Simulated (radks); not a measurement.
# Rb in [Kr] 5s1: an all-electron calculation

The task here is to estimate one member of a computed series from the others.

The numbers are computed with radks (a radial shooting solver on a logarithmic mesh, Libxc functionals) version 1 (scalar-relativistic Kohn-Sham, B86b exchange with PBE correlation, spin-unpolarised, spherical densities, point nucleus), except any that are marked as measured or tabulated.

### The system

| Item | Value |
| --- | --- |
| element | rubidium (Z = 37) |
| charge | 0 |
| electrons | 37 |
| configuration | [Kr] 5s1 |

The outer shells:

Rb
```
[Kr] core
5s [↑ ]
```

Set-up of the first run:

Settings of this run:

```text
Z 37
configuration [Kr] 5s1
relativity scalar-relativistic
functional b86_mgc,pbe
spin unpolarised
nucleus point
c 137.035999084
```

Steps of the session up to this table: Self-consistent calculation.

One of the session's tables, all rows but one given; the rest of the session is left out.

It belongs to the step «Shells». Sizes of the orbitals, from the radial functions (bohr):

| level | <r> | outermost maximum (interpolated) | 90 % within | nodes |
| --- | --- | --- | --- | --- |
| 1s | 0.04029 | 0.0263 | 0.0721 | 0 |
| 2s | 0.1778 | 0.150 | 0.275 | 1 |
| 2p | ? | ? | ? | ? |
| 3s | 0.5105 | 0.451 | 0.758 | 2 |
| 3p | 0.5187 | 0.446 | 0.789 | 1 |
| 3d | 0.5253 | 0.393 | 0.856 | 0 |
| 4s | 1.455 | 1.26 | 2.15 | 3 |
| 4p | 1.726 | 1.43 | 2.62 | 2 |
| 5s | 5.232 | 4.38 | 7.88 | 4 |

**Question.** Estimate the row for 2p.

The run gave: <r>: 0.1551; outermost maximum (interpolated): 0.120; 90 % within: 0.253; nodes: 0. In the column «<r>» it lies between 1s (0.04029) and 2s (0.1778).

To keep in mind: Spin polarisation and multiplet splitting are left out.
